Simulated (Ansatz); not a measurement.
A run of Ansatz 0.2.0 is set up as follows.

The input input.yaml:

```yaml
crystal:
  lattice:
    - [2.4227077728, 1.3987509848, 3.3172919545]
    - [-2.4227077728, 1.3987509848, 3.3172919545]
    - [0.0, -2.7975019696, 3.3172919545]
  atoms:
    - { symbol: Bi, position: [0.504488, 0.499858, 0.497606] }
    - { symbol: Te, position: [-0.005495, 0.00737, 0.004728] }
hamiltonian:
  xc: pbe
  pseudopotentials: { kind: paw }
kpoints:
  mp_grid: { grid: [7, 7, 7] }
scf:
  occupations: { method: fermi_dirac, width: 0.05 }
output:
  forces: true
  stress: true
  eigenvalues: true
```

Potentials or basis: Ansatz PAW.

Launch:

```bash
$ ansatz run input.yaml --threads 2 --pin off --max-ram 5120MiB --backend cpu --events-out ev --progress --plain --runs-dir out
```

(1) Estimate the pressure.

(2) Predict the band gap on the k mesh.

Answers

(1) 0.2 GPa.

(2) none (metal or under the smearing width).

Caveat: spin-orbit coupling is left out, which moves the levels of the heavy elements.
